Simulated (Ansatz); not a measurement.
**Cl2H6Si3: levels of theory**

The task, for Cl2H6Si3: compare levels of theory; the runs are relaxing the atoms and phonons.

Program: Ansatz 0.2.0. Level of theory: DFT PBE, Gaussian basis def2-SVP, and further levels as typed in the inputs. These are calculated values, not measurements.

### Step 1. Starting point

Bond lengths: Si1–Cl2 2.093 Å, Si1–Cl3 2.093 Å, Si1–Si4 2.232 Å, Si1–Si5 2.232 Å, Si4–H6 1.470 Å, Si4–H7 1.470 Å, Si4–H8 1.470 Å, Si5–H9 1.470 Å, Si5–H10 1.470 Å, Si5–H11 1.470 Å. Angles (14 of 18 angles, heavy atoms first): Cl2–Si1–Cl3 109.6°, Cl2–Si1–Si4 109.5°, Cl2–Si1–Si5 109.5°, Cl3–Si1–Si4 109.5°, Cl3–Si1–Si5 109.5°, Si4–Si1–Si5 109.2°, Si1–Si4–H6 109.3°, Si1–Si4–H7 109.3°, Si1–Si4–H8 109.4°, Si1–Si5–H9 109.4°, Si1–Si5–H10 109.3°, Si1–Si5–H11 109.3°, H6–Si4–H7 109.6°, H6–Si4–H8 109.7°.

Coordinates:

```xyz
11

Si    0.0362   -0.8070    0.3377
Cl    0.0326   -2.5808   -0.7737
Cl    0.1395   -1.2566    2.3794
Si   -1.8334    0.3379   -0.0798
Si    1.7988    0.4326   -0.2426
H    -1.8230    1.5843    0.7000
H    -1.8980    0.6545   -1.5141
H    -2.9980   -0.4747    0.3010
H     3.0335   -0.3175    0.0305
H     1.7934    1.6786    0.5378
H     1.7184    0.7487   -1.6763
```

### Step 2. Relaxing the atoms: Cl2H6Si3

Input file input.yaml:

```yaml
crystal:
  periodic: [false, false, false]
  atoms:
    - { symbol: Si, position_ang: [0.036178, -0.806975, 0.337679] }
    - { symbol: Cl, position_ang: [0.032589, -2.58084, -0.773651] }
    - { symbol: Cl, position_ang: [0.139451, -1.256636, 2.379443] }
    - { symbol: Si, position_ang: [-1.833389, 0.337924, -0.079782] }
    - { symbol: Si, position_ang: [1.798845, 0.432612, -0.242648] }
    - { symbol: H, position_ang: [-1.822982, 1.584314, 0.699982] }
    - { symbol: H, position_ang: [-1.898023, 0.654463, -1.514094] }
    - { symbol: H, position_ang: [-2.997968, -0.474712, 0.300969] }
    - { symbol: H, position_ang: [3.033484, -0.317477, 0.030532] }
    - { symbol: H, position_ang: [1.793422, 1.678591, 0.537823] }
    - { symbol: H, position_ang: [1.718393, 0.748735, -1.676252] }
basis:
  gaussian: { orbitals: def2-SVP }
hamiltonian:
  xc: pbe
relax:
  f_tol: 0.003
  max_steps: 150
output:
  orbitals: {}
```

On the command line:

```
$ ansatz run input.yaml --threads 4 --pin off --max-ram 10240MiB --backend cpu --events-out ev --progress --plain --runs-dir out
```

Standard output (excerpt; [...] marks lines left out):

```text
Warning: RAYON_NUM_THREADS=4 ignored (pool sized by the plan → 4); use --threads N
[...]
Functional definition: PBE
[...]
1326 factors; their error is unknown
[...]
mean field -48739.93064299 eV, -1791.1594140185 hartree, gradient 5.7e-5 eV, S^2 0.000000; 0 other end points of the search recorded, 0 dependent functions left out
[...]
reference -48739.93068268 eV, -1791.1594154769 hartree; 41, 41 occupied and 79, 79 virtual orbitals, 1326 factors
relax step   1: F+E_penalty+E_count = -48739.93064299 eV  Δ(F+E_penalty+E_count) = +0.000e0 eV  max|allowed force component| = 1.239e0 eV/Å  Δτ_max = 0.0000 Å  (23 SCF iters, accepted)
[...]
relax step   3: F+E_penalty+E_count = -48740.20402120 eV  Δ(F+E_penalty+E_count) = -2.447e-2 eV  max|allowed force component| = 6.539e-2 eV/Å  Δτ_max = 0.0406 Å  (26 SCF iters, accepted)
[...]
relax step   5: F+E_penalty+E_count = -48740.20919959 eV  Δ(F+E_penalty+E_count) = -2.788e-3 eV  max|allowed force component| = 5.903e-2 eV/Å  Δτ_max = 0.0351 Å  (27 SCF iters, accepted)
[...]
relax step   7: F+E_penalty+E_count = -48740.21286947 eV  Δ(F+E_penalty+E_count) = -6.496e-4 eV  max|allowed force component| = 1.523e-2 eV/Å  Δτ_max = 0.0369 Å  (26 SCF iters, accepted)
[...]
relax step   8: F+E_penalty+E_count = -48740.21288752 eV  Δ(F+E_penalty+E_count) = -1.804e-5 eV  max|allowed force component| = 5.519e-3 eV/Å  Δτ_max = 0.0054 Å  (22 SCF iters, accepted)
[...]
relax step   9: F+E_penalty+E_count = -48740.21290717 eV  Δ(F+E_penalty+E_count) = -1.965e-5 eV  max|allowed force component| = 1.763e-4 eV/Å  Δτ_max = 0.0025 Å  (20 SCF iters, accepted)
1326 factors; their error is unknown
mean field -48740.21290717 eV, -1791.1697870355 hartree, gradient 8.5e-6 eV, S^2 0.000000; 1 other end points of the search recorded, 0 dependent functions left out
[...]
reference -48740.21294716 eV, -1791.1697885054 hartree; 41, 41 occupied and 79, 79 virtual orbitals, 1326 factors
Total energy: -48740.21294716 eV, -1791.1697885054 hartree
Atom 0 at     0.032772    -0.730992     0.305885 Å, force     0.000004    -0.000091     0.000037 eV/Å
Atom 1 at     0.029648    -2.513737    -0.800257 Å, force     0.000008    -0.000162     0.000090 eV/Å
Atom 2 at     0.136423    -1.190581     2.350334 Å, force     0.000007    -0.000176     0.000051 eV/Å
Atom 3 at    -2.037909     0.326735    -0.068153 Å, force    -0.000063    -0.000174     0.000076 eV/Å
Atom 4 at     2.003889     0.432100    -0.249383 Å, force     0.000078    -0.000171     0.000070 eV/Å
Atom 5 at    -2.104972     1.599427     0.731835 Å, force     0.000010     0.000073    -0.000128 eV/Å
Atom 6 at    -2.181658     0.649146    -1.530894 Å, force     0.000017     0.000142     0.000037 eV/Å
Atom 7 at    -3.140024    -0.601792     0.359153 Å, force    -0.000080     0.000171    -0.000069 eV/Å
Atom 8 at     3.186589    -0.436864     0.075477 Å, force     0.000065     0.000175    -0.000076 eV/Å
Atom 9 at     2.075962     1.708420     0.544366 Å, force    -0.000026     0.000072    -0.000127 eV/Å
Atom 10 at     1.999280     0.758137    -1.718363 Å, force    -0.000021     0.000141     0.000039 eV/Å
Dipole moment:    -0.012943     0.288711    -0.120811 e Å
```

It took 13 s on 4 threads of Arm Neoverse V1, shared host; peak memory 0.18 GiB.

Step by step:

| step | energy from step 1 (eV) | largest force component (eV/Å) |
| --- | --- | --- |
| 1 | 0.0000 | 1.2389 |
| 2 | -0.2489 | 0.3916 |
| 3 | -0.2734 | 0.0654 |
| 4 | -0.2758 | 0.0292 |
| 5 | -0.2786 | 0.0590 |
| 6 | -0.2816 | 0.0432 |
| 7 | -0.2822 | 0.0152 |
| 8 | -0.2822 | 0.0055 |
| 9 | -0.2823 | 0.0002 |

Step 1 is the start.

Before: Bond lengths: Si1–Cl2 2.093 Å, Si1–Cl3 2.093 Å, Si1–Si4 2.232 Å, Si1–Si5 2.232 Å, Si4–H6 1.470 Å, Si4–H7 1.470 Å, Si4–H8 1.470 Å, Si5–H9 1.470 Å, Si5–H10 1.470 Å, Si5–H11 1.470 Å. Angles (14 of 18 angles, heavy atoms first): Cl2–Si1–Cl3 109.6°, Cl2–Si1–Si4 109.5°, Cl2–Si1–Si5 109.5°, Cl3–Si1–Si4 109.5°, Cl3–Si1–Si5 109.5°, Si4–Si1–Si5 109.2°, Si1–Si4–H6 109.3°, Si1–Si4–H7 109.3°, Si1–Si4–H8 109.4°, Si1–Si5–H9 109.4°, Si1–Si5–H10 109.3°, Si1–Si5–H11 109.3°, H6–Si4–H7 109.6°, H6–Si4–H8 109.7°.

After: Bond lengths: Si1–Cl2 2.098 Å, Si1–Cl3 2.098 Å, Si1–Si4 2.355 Å, Si1–Si5 2.355 Å, Si4–H6 1.505 Å, Si4–H7 1.505 Å, Si4–H8 1.503 Å, Si5–H9 1.503 Å, Si5–H10 1.505 Å, Si5–H11 1.505 Å. Angles (14 of 18 angles, heavy atoms first): Cl2–Si1–Cl3 109.1°, Cl2–Si1–Si4 107.3°, Cl2–Si1–Si5 107.3°, Cl3–Si1–Si4 107.3°, Cl3–Si1–Si5 107.3°, Si4–Si1–Si5 118.5°, Si1–Si4–H6 109.5°, Si1–Si4–H7 109.5°, Si1–Si4–H8 108.8°, Si1–Si5–H9 108.8°, Si1–Si5–H10 109.5°, Si1–Si5–H11 109.5°, H6–Si4–H7 109.3°, H6–Si4–H8 109.8°.

### Step 3. Phonons

It takes the final geometry of step 2.

Input file input.yaml:

```yaml
crystal:
  periodic: [false, false, false]
  atoms:
    - { symbol: Si, position_ang: [0.03277162, -0.7309922, 0.3058849] }
    - { symbol: Cl, position_ang: [0.02964772, -2.51373704, -0.80025733] }
    - { symbol: Cl, position_ang: [0.1364231, -1.1905814, 2.35033443] }
    - { symbol: Si, position_ang: [-2.03790893, 0.32673518, -0.06815323] }
    - { symbol: Si, position_ang: [2.00388905, 0.43210017, -0.2493825] }
    - { symbol: H, position_ang: [-2.10497165, 1.59942735, 0.73183507] }
    - { symbol: H, position_ang: [-2.181658, 0.64914616, -1.5308943] }
    - { symbol: H, position_ang: [-3.14002376, -0.60179228, 0.35915338] }
    - { symbol: H, position_ang: [3.18658864, -0.43686422, 0.07547723] }
    - { symbol: H, position_ang: [2.07596246, 1.70842017, 0.54436603] }
    - { symbol: H, position_ang: [1.99927974, 0.75813711, -1.71836267] }
basis:
  gaussian: { orbitals: def2-SVP }
hamiltonian:
  xc: pbe
phonons: {}
```

On the command line:

```
$ ansatz run input.yaml --threads 4 --pin off --max-ram 10240MiB --backend cpu --events-out ev --progress --plain --runs-dir out
```

Standard output (excerpt; [...] marks lines left out):

```text
Warning: RAYON_NUM_THREADS=4 ignored (pool sized by the plan → 4); use --threads N
[...]
Functional definition: PBE
[...]
1326 factors; their error is unknown
[...]
mean field -48740.21290717 eV, -1791.1697870355 hartree, gradient 6.4e-5 eV, S^2 0.000000; 0 other end points of the search recorded, 0 dependent functions left out
[...]
reference -48740.21294716 eV, -1791.1697885054 hartree; 41, 41 occupied and 79, 79 virtual orbitals, 1326 factors
[...]
1326 factors; their error is unknown
mean field -48740.21284531 eV, -1791.1697847623 hartree, gradient 1.2e-6 eV, S^2 0.000000; 0 other end points of the search recorded, 0 dependent functions left out
[...]
reference -48740.21288531 eV, -1791.1697862322 hartree; 41, 41 occupied and 79, 79 virtual orbitals, 1326 factors
[...]
1326 factors; their error is unknown
[...]
Atom 3 at    -2.037909     0.326735    -0.068153 Å, force    -0.000064    -0.000177     0.000076 eV/Å
Atom 4 at     2.003889     0.432100    -0.249383 Å, force     0.000079    -0.000173     0.000070 eV/Å
Atom 5 at    -2.104972     1.599427     0.731835 Å, force     0.000011     0.000073    -0.000128 eV/Å
Atom 6 at    -2.181658     0.649146    -1.530894 Å, force     0.000016     0.000142     0.000036 eV/Å
Atom 7 at    -3.140024    -0.601792     0.359153 Å, force    -0.000079     0.000172    -0.000070 eV/Å
Atom 8 at     3.186589    -0.436864     0.075477 Å, force     0.000064     0.000176    -0.000076 eV/Å
Atom 9 at     2.075962     1.708420     0.544366 Å, force    -0.000026     0.000072    -0.000126 eV/Å
Atom 10 at     1.999280     0.758137    -1.718363 Å, force    -0.000021     0.000141     0.000038 eV/Å
Dipole moment:    -0.012944     0.288713    -0.120813 e Å
Vibrations: 78.44 86.89 98.97 112.34 119.67 142.42 164.85 318.25 419.80 481.58 485.34 487.51 530.17 550.51 573.04 808.71 834.46 892.31 896.56 896.63 899.56 2156.53 2159.65 2174.11 2176.35 2182.15 2182.68 cm⁻¹, zero-point energy 1.420206 eV
```

Wall time 18 s (4 threads of Arm Neoverse V1, shared host); peak memory 0.18 GiB.

### Step 4. Relaxing the atoms: PBE, Gaussian basis def2-TZVP

It takes the final geometry of step 2.

input.yaml, as its differences from that of step 3:

```diff
@@ -15,5 +15,7 @@
 basis:
-  gaussian: { orbitals: def2-SVP }
+  gaussian: { orbitals: def2-TZVP }
 hamiltonian:
   xc: pbe
-phonons: {}
+relax:
+  f_tol: 0.003
+  max_steps: 100
```

On the command line:

```
$ ansatz run input.yaml --threads 4 --pin off --max-ram 10240MiB --backend cpu --events-out ev --progress --plain --runs-dir out
```

Standard output (excerpt; [...] marks lines left out):

```text
Warning: RAYON_NUM_THREADS=4 ignored (pool sized by the plan → 4); use --threads N
[...]
Functional definition: PBE
[...]
1532 factors; their error is unknown
[...]
mean field -48757.38288207 eV, -1791.8007719748 hartree, gradient 3.1e-5 eV, S^2 0.000000; 0 other end points of the search recorded, 0 dependent functions left out
[...]
reference -48757.38293645 eV, -1791.8007739733 hartree; 41, 41 occupied and 180, 180 virtual orbitals, 1532 factors
relax step   1: F+E_penalty+E_count = -48757.38288207 eV  Δ(F+E_penalty+E_count) = +0.000e0 eV  max|allowed force component| = 2.207e-1 eV/Å  Δτ_max = 0.0000 Å  (28 SCF iters, accepted)
[...]
relax step   5: F+E_penalty+E_count = -48757.39049446 eV  Δ(F+E_penalty+E_count) = -3.599e-5 eV  max|allowed force component| = 2.869e-3 eV/Å  Δτ_max = 0.0022 Å  (21 SCF iters, accepted)
[...]
Atom 1 at     0.030873    -2.521772    -0.777598 Å, force     0.000002     0.000843     0.000542 eV/Å
Atom 2 at     0.136536    -1.212403     2.340168 Å, force    -0.000049     0.000204    -0.000980 eV/Å
Atom 3 at    -2.025984     0.328576    -0.069330 Å, force     0.001022    -0.000091     0.000004 eV/Å
Atom 4 at     1.991827     0.433315    -0.249484 Å, force    -0.001011    -0.000144     0.000095 eV/Å
Atom 5 at    -2.077248     1.595445     0.724315 Å, force    -0.000139    -0.000344    -0.000314 eV/Å
Atom 6 at    -2.153460     0.651050    -1.524397 Å, force    -0.000112    -0.000013     0.000472 eV/Å
Atom 7 at    -3.138284    -0.577775     0.349008 Å, force     0.001871     0.000693    -0.000354 eV/Å
Atom 8 at     3.182702    -0.412993     0.065584 Å, force    -0.001929     0.000594    -0.000184 eV/Å
Atom 9 at     2.047922     1.702984     0.539347 Å, force     0.000128    -0.000337    -0.000326 eV/Å
Atom 10 at     1.971715     0.758588    -1.709365 Å, force     0.000155    -0.000006     0.000460 eV/Å
Dipole moment:    -0.012789     0.285269    -0.119371 e Å
```

Run time: 20 s. Hardware: 4 threads of Arm Neoverse V1, shared host; peak memory 0.34 GiB.

Step by step:

| step | energy from step 1 (eV) | largest force component (eV/Å) |
| --- | --- | --- |
| 1 | 0.0000 | 0.2207 |
| 2 | -0.0070 | 0.0776 |
| 3 | -0.0075 | 0.0133 |
| 4 | -0.0076 | 0.0044 |
| 5 | -0.0076 | 0.0029 |
| 6 | -0.0077 | 0.0019 |

Step 1 is the start.

Before: Bond lengths: Si1–Cl2 2.098 Å, Si1–Cl3 2.098 Å, Si1–Si4 2.355 Å, Si1–Si5 2.355 Å, Si4–H6 1.505 Å, Si4–H7 1.505 Å, Si4–H8 1.503 Å, Si5–H9 1.503 Å, Si5–H10 1.505 Å, Si5–H11 1.505 Å. Angles (14 of 18 angles, heavy atoms first): Cl2–Si1–Cl3 109.1°, Cl2–Si1–Si4 107.3°, Cl2–Si1–Si5 107.3°, Cl3–Si1–Si4 107.3°, Cl3–Si1–Si5 107.3°, Si4–Si1–Si5 118.5°, Si1–Si4–H6 109.5°, Si1–Si4–H7 109.5°, Si1–Si4–H8 108.8°, Si1–Si5–H9 108.8°, Si1–Si5–H10 109.5°, Si1–Si5–H11 109.5°, H6–Si4–H7 109.3°, H6–Si4–H8 109.8°.

After: Bond lengths: Si1–Cl2 2.084 Å, Si1–Cl3 2.084 Å, Si1–Si4 2.353 Å, Si1–Si5 2.353 Å, Si4–H6 1.496 Å, Si4–H7 1.496 Å, Si4–H8 1.495 Å, Si5–H9 1.495 Å, Si5–H10 1.496 Å, Si5–H11 1.496 Å. Angles (14 of 18 angles, heavy atoms first): Cl2–Si1–Cl3 108.5°, Cl2–Si1–Si4 107.6°, Cl2–Si1–Si5 107.6°, Cl3–Si1–Si4 107.6°, Cl3–Si1–Si5 107.6°, Si4–Si1–Si5 117.5°, Si1–Si4–H6 109.3°, Si1–Si4–H7 109.3°, Si1–Si4–H8 109.2°, Si1–Si5–H9 109.2°, Si1–Si5–H10 109.3°, Si1–Si5–H11 109.3°, H6–Si4–H7 109.3°, H6–Si4–H8 109.9°.

### Step 5. Phonons

It takes the final geometry of step 4.

Input file input.yaml:

```yaml
crystal:
  periodic: [false, false, false]
  atoms:
    - { symbol: Si, position_ang: [0.03340034, -0.74501622, 0.31175326] }
    - { symbol: Cl, position_ang: [0.03087321, -2.52177235, -0.77759788] }
    - { symbol: Cl, position_ang: [0.13653612, -1.21240267, 2.34016835] }
    - { symbol: Si, position_ang: [-2.02598394, 0.32857571, -0.06933032] }
    - { symbol: Si, position_ang: [1.99182707, 0.43331538, -0.24948406] }
    - { symbol: H, position_ang: [-2.07724815, 1.59544505, 0.72431545] }
    - { symbol: H, position_ang: [-2.1534596, 0.6510505, -1.52439718] }
    - { symbol: H, position_ang: [-3.13828357, -0.57777483, 0.34900785] }
    - { symbol: H, position_ang: [3.18270156, -0.41299342, 0.06558413] }
    - { symbol: H, position_ang: [2.0479222, 1.70298424, 0.53934665] }
    - { symbol: H, position_ang: [1.97171476, 0.75858762, -1.70936524] }
basis:
  gaussian: { orbitals: def2-TZVP }
hamiltonian:
  xc: pbe
phonons: {}
```

On the command line:

```
$ ansatz run input.yaml --threads 4 --pin off --max-ram 10240MiB --backend cpu --events-out ev --progress --plain --runs-dir out
```

Standard output (excerpt; [...] marks lines left out):

```text
Warning: RAYON_NUM_THREADS=4 ignored (pool sized by the plan → 4); use --threads N
[...]
Functional definition: PBE
[...]
1532 factors; their error is unknown
[...]
mean field -48757.39059905 eV, -1791.8010555686 hartree, gradient 5.5e-5 eV, S^2 0.000000; 0 other end points of the search recorded, 0 dependent functions left out
[...]
reference -48757.39065323 eV, -1791.8010575599 hartree; 41, 41 occupied and 180, 180 virtual orbitals, 1532 factors
[...]
1532 factors; their error is unknown
mean field -48757.39054141 eV, -1791.8010534503 hartree, gradient 1.9e-6 eV, S^2 0.000000; 0 other end points of the search recorded, 0 dependent functions left out
[...]
reference -48757.39059559 eV, -1791.8010554415 hartree; 41, 41 occupied and 180, 180 virtual orbitals, 1532 factors
[...]
1532 factors; their error is unknown
[...]
Atom 3 at    -2.025984     0.328576    -0.069330 Å, force     0.001021    -0.000093     0.000004 eV/Å
Atom 4 at     1.991827     0.433315    -0.249484 Å, force    -0.001010    -0.000146     0.000095 eV/Å
Atom 5 at    -2.077248     1.595445     0.724315 Å, force    -0.000139    -0.000343    -0.000314 eV/Å
Atom 6 at    -2.153460     0.651050    -1.524397 Å, force    -0.000112    -0.000013     0.000472 eV/Å
Atom 7 at    -3.138284    -0.577775     0.349008 Å, force     0.001872     0.000694    -0.000355 eV/Å
Atom 8 at     3.182702    -0.412993     0.065584 Å, force    -0.001930     0.000595    -0.000184 eV/Å
Atom 9 at     2.047922     1.702984     0.539347 Å, force     0.000128    -0.000336    -0.000326 eV/Å
Atom 10 at     1.971715     0.758588    -1.709365 Å, force     0.000155    -0.000006     0.000460 eV/Å
Dipole moment:    -0.012789     0.285271    -0.119372 e Å
Vibrations: 79.27 89.48 95.68 97.39 113.11 145.30 164.42 314.93 411.35 475.28 479.45 485.12 525.06 544.19 559.39 812.39 838.98 895.48 899.60 900.52 902.40 2154.63 2157.76 2173.05 2175.46 2179.41 2180.00 cm⁻¹, zero-point energy 1.416464 eV
```

Wall time 37 s (4 threads of Arm Neoverse V1, shared host); peak memory 0.33 GiB.

### Step 6. Relaxing the atoms: B3LYP, Gaussian basis def2-TZVP

It takes the final geometry of step 2.

Input file input.yaml:

```yaml
crystal:
  periodic: [false, false, false]
  atoms:
    - { symbol: Si, position_ang: [0.03277162, -0.7309922, 0.3058849] }
    - { symbol: Cl, position_ang: [0.02964772, -2.51373704, -0.80025733] }
    - { symbol: Cl, position_ang: [0.1364231, -1.1905814, 2.35033443] }
    - { symbol: Si, position_ang: [-2.03790893, 0.32673518, -0.06815323] }
    - { symbol: Si, position_ang: [2.00388905, 0.43210017, -0.2493825] }
    - { symbol: H, position_ang: [-2.10497165, 1.59942735, 0.73183507] }
    - { symbol: H, position_ang: [-2.181658, 0.64914616, -1.5308943] }
    - { symbol: H, position_ang: [-3.14002376, -0.60179228, 0.35915338] }
    - { symbol: H, position_ang: [3.18658864, -0.43686422, 0.07547723] }
    - { symbol: H, position_ang: [2.07596246, 1.70842017, 0.54436603] }
    - { symbol: H, position_ang: [1.99927974, 0.75813711, -1.71836267] }
basis:
  gaussian: { orbitals: def2-TZVP }
hamiltonian:
  xc: b3lyp
relax:
  f_tol: 0.003
  max_steps: 100
```

On the command line:

```
$ ansatz run input.yaml --threads 4 --pin off --max-ram 10240MiB --backend cpu --events-out ev --progress --plain --runs-dir out
```

Standard output (excerpt; [...] marks lines left out):

```text
Warning: RAYON_NUM_THREADS=4 ignored (pool sized by the plan → 4); use --threads N
[...]
Functional definition: B3LYP
[...]
1573 factors; their error is unknown
[...]
mean field -48782.69290870 eV, -1792.7308982978 hartree, gradient 3.9e-5 eV, S^2 0.000000; 0 other end points of the search recorded, 0 dependent functions left out
[...]
reference -48782.69326036 eV, -1792.7309112210 hartree; 41, 41 occupied and 180, 180 virtual orbitals, 1573 factors
relax step   1: F+E_penalty+E_count = -48782.69290870 eV  Δ(F+E_penalty+E_count) = +0.000e0 eV  max|allowed force component| = 3.811e-1 eV/Å  Δτ_max = 0.0000 Å  (28 SCF iters, accepted)
[...]
relax step   6: F+E_penalty+E_count = -48782.72415353 eV  Δ(F+E_penalty+E_count) = -1.015e-4 eV  max|allowed force component| = 1.934e-3 eV/Å  Δτ_max = 0.0090 Å  (27 SCF iters, accepted)
[...]
Atom 1 at     0.031056    -2.521975    -0.773635 Å, force    -0.000005    -0.000274    -0.000269 eV/Å
Atom 2 at     0.136496    -1.215376     2.337534 Å, force     0.000017     0.000000     0.000384 eV/Å
Atom 3 at    -2.027297     0.329942    -0.069860 Å, force     0.000365    -0.001031     0.000421 eV/Å
Atom 4 at     1.993014     0.434747    -0.250126 Å, force    -0.000271    -0.001048     0.000449 eV/Å
Atom 5 at    -2.076623     1.585539     0.716407 Å, force    -0.000141     0.000136    -0.000585 eV/Å
Atom 6 at    -2.152142     0.649738    -1.511843 Å, force    -0.000110     0.000515     0.000320 eV/Å
Atom 7 at    -3.130135    -0.567040     0.344224 Å, force    -0.000091     0.000164    -0.000066 eV/Å
Atom 8 at     3.173611    -0.402708     0.061573 Å, force     0.000077     0.000169    -0.000073 eV/Å
Atom 9 at     2.047108     1.693041     0.531503 Å, force     0.000081     0.000141    -0.000595 eV/Å
Atom 10 at     1.971595     0.757238    -1.696747 Å, force     0.000112     0.000521     0.000310 eV/Å
Dipole moment:    -0.014190     0.316514    -0.132446 e Å
```

Wall time 39 s (4 threads of Arm Neoverse V1, shared host); peak memory 0.77 GiB.

Relaxation path:

| step | energy from step 1 (eV) | largest force component (eV/Å) |
| --- | --- | --- |
| 1 | 0.0000 | 0.3811 |
| 2 | -0.0290 | 0.0970 |
| 3 | -0.0306 | 0.0301 |
| 4 | -0.0311 | 0.0057 |
| 5 | -0.0311 | 0.0046 |
| 6 | -0.0312 | 0.0019 |
| 7 | -0.0313 | 0.0010 |

Step 1 is the start.

Before: Bond lengths: Si1–Cl2 2.098 Å, Si1–Cl3 2.098 Å, Si1–Si4 2.355 Å, Si1–Si5 2.355 Å, Si4–H6 1.505 Å, Si4–H7 1.505 Å, Si4–H8 1.503 Å, Si5–H9 1.503 Å, Si5–H10 1.505 Å, Si5–H11 1.505 Å. Angles (14 of 18 angles, heavy atoms first): Cl2–Si1–Cl3 109.1°, Cl2–Si1–Si4 107.3°, Cl2–Si1–Si5 107.3°, Cl3–Si1–Si4 107.3°, Cl3–Si1–Si5 107.3°, Si4–Si1–Si5 118.5°, Si1–Si4–H6 109.5°, Si1–Si4–H7 109.5°, Si1–Si4–H8 108.8°, Si1–Si5–H9 108.8°, Si1–Si5–H10 109.5°, Si1–Si5–H11 109.5°, H6–Si4–H7 109.3°, H6–Si4–H8 109.8°.

After: Bond lengths: Si1–Cl2 2.083 Å, Si1–Cl3 2.083 Å, Si1–Si4 2.354 Å, Si1–Si5 2.354 Å, Si4–H6 1.482 Å, Si4–H7 1.482 Å, Si4–H8 1.481 Å, Si5–H9 1.481 Å, Si5–H10 1.482 Å, Si5–H11 1.482 Å. Angles (14 of 18 angles, heavy atoms first): Cl2–Si1–Cl3 108.2°, Cl2–Si1–Si4 107.7°, Cl2–Si1–Si5 107.7°, Cl3–Si1–Si4 107.7°, Cl3–Si1–Si5 107.7°, Si4–Si1–Si5 117.5°, Si1–Si4–H6 109.2°, Si1–Si4–H7 109.2°, Si1–Si4–H8 109.3°, Si1–Si5–H9 109.3°, Si1–Si5–H10 109.2°, Si1–Si5–H11 109.2°, H6–Si4–H7 109.3°, H6–Si4–H8 109.9°.

[end of part 1 of 2]
